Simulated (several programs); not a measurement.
# Sr2SeO (ordering on rocksalt) from semi-empirical methods to plane-wave DFT

Sr2SeO as one 4-atom ordering (P4/mmm) on the rocksalt lattice, relaxed with r2SCAN in Ansatz, was computed with several methods. The symmetry is P4/mmm (No. 123, tetragonal); conventional cell a = 4.132 Å, c = 5.851 Å, 24.97 Å³ an atom. O has 6 Sr at 2.92–2.93 Å; Sr has 4 Se at 2.92 Å and 2 O at 2.93 Å; Se has 6 Sr at 2.92–2.93 Å; Sr has 4 O at 2.92 Å and 2 Se at 2.93 Å. No spin polarisation and no zero-point or thermal motion; the cell was built from a prototype and may be hypothetical.

```xyz
4
Lattice="4.1316 0.0000 0.0000 0.0000 4.1316 0.0000 0.0000 0.0000 5.8507" Properties=species:S:1:pos:R:3 pbc="T T T"
O     0.0000    0.0000    0.0000
Sr    0.0000    0.0000    2.9254
Se    2.0658    2.0658    2.9254
Sr    2.0658    2.0658    0.0000
```

Gaps and times are for a single point on this cell; volume and bulk modulus come from each method's own relaxation or energy curve at fixed shape, which is too stiff where a cell has free coordinates or axes. Times are rough, from shared hosts (Arm Neoverse V2), and each method has its own mesh and cell size. A dagger marks a closed or tiny gap in a crystal that DFT finds insulating: a failure of the method or a wrong SCF state. A double dagger marks a value from a curve with shape and coordinates held. PM6 (MOPAC), PM7 (MOPAC), GFN2-xTB (tblite) treat a cluster of cells at its zone centre, which samples few k points: where these miss a band edge, the gap comes out too large for that reason alone. Gaps from k meshes are read at a limited set of points (mesh, symmetry points, PBE's band edges), so each method's own least gap may be somewhat smaller. xTB and the PM methods were fitted mostly to molecules, and can miss a solid's gap by electronvolts. Minimal bases can be far off for gaps. Times of the plane-wave ladder aren't listed, since it ran on unlike processors and cards. GLLB-SC's gap includes the derivative discontinuity. G0W0 is at finite bands, cutoff and mesh. d marks a direct gap, i an indirect one (no mark: not told apart), a dash a value that wasn't computed or didn't pass its checks.

```json
{"method": "PM7 (MOPAC)", "kind": "semi-empirical", "gap (eV)": "5.81", "own volume (Å³/atom)": "–", "bulk modulus (GPa)": "–", "atoms computed": "cluster", "processor time": "0.77 s"}
{"method": "light PBE (260 eV and a coarse mesh)", "kind": "light plane-wave", "gap (eV)": "2.00 d", "own volume (Å³/atom)": "–", "bulk modulus (GPa)": "–", "atoms computed": "4", "processor time": "1 s"}
{"method": "GFN2-xTB (tblite)", "kind": "tight binding", "gap (eV)": "0.00†", "own volume (Å³/atom)": "–", "bulk modulus (GPa)": "–", "atoms computed": "cluster", "processor time": "2.7 s"}
{"method": "PM6 (MOPAC)", "kind": "semi-empirical", "gap (eV)": "3.07", "own volume (Å³/atom)": "–", "bulk modulus (GPa)": "–", "atoms computed": "cluster", "processor time": "3.6 s"}
{"method": "PBE", "kind": "semilocal", "gap (eV)": "1.99 d", "own volume (Å³/atom)": "25.32", "bulk modulus (GPa)": "51‡", "atoms computed": "4", "processor time": "–"}
{"method": "PBE/SZV (CP2K)", "kind": "small basis", "gap (eV)": "0.01†", "own volume (Å³/atom)": "–", "bulk modulus (GPa)": "–", "atoms computed": "4", "processor time": "7.7 s"}
{"method": "r2SCAN", "kind": "semilocal", "gap (eV)": "2.42 d", "own volume (Å³/atom)": "24.97", "bulk modulus (GPa)": "56‡", "atoms computed": "4", "processor time": "–"}
{"method": "PBE/DZVP (CP2K)", "kind": "small basis", "gap (eV)": "2.17 d", "own volume (Å³/atom)": "25.52‡", "bulk modulus (GPa)": "52‡", "atoms computed": "4", "processor time": "14 s"}
{"method": "GLLB-SC (GPAW)", "kind": "model potential", "gap (eV)": "4.61", "own volume (Å³/atom)": "–", "bulk modulus (GPa)": "–", "atoms computed": "4", "processor time": "31 s"}
{"method": "PBE+SOC", "kind": "semilocal", "gap (eV)": "1.96 d", "own volume (Å³/atom)": "–", "bulk modulus (GPa)": "–", "atoms computed": "4", "processor time": "–"}
{"method": "PBE/single zeta (GPAW)", "kind": "small basis", "gap (eV)": "2.02 d", "own volume (Å³/atom)": "–", "bulk modulus (GPa)": "–", "atoms computed": "4", "processor time": "76 s"}
{"method": "PBE0", "kind": "hybrid", "gap (eV)": "3.84 d", "own volume (Å³/atom)": "–", "bulk modulus (GPa)": "–", "atoms computed": "4", "processor time": "–"}
{"method": "HSE06", "kind": "hybrid", "gap (eV)": "3.12 d", "own volume (Å³/atom)": "–", "bulk modulus (GPa)": "–", "atoms computed": "4", "processor time": "–"}
{"method": "G0W0@PBE (120 eV screening cutoff)", "kind": "many-body", "gap (eV)": "2.94", "own volume (Å³/atom)": "–", "bulk modulus (GPa)": "–", "atoms computed": "4", "processor time": "–"}
```

Against HSE06 (3.12 eV) and with closed or daggered gaps left aside, the nearest gap at the points sampled is that of PM6 (MOPAC) (-0.05 eV) and the farthest that of PM7 (MOPAC) (+2.69 eV). HSE06 is only a yardstick of convenience, and nearness to it can be luck.

Volumes against r2SCAN's: PBE +1.4 %.

Runs without a result: GFN1-xTB (tblite) (single point).

Only the rows marked +SOC include spin-orbit coupling.
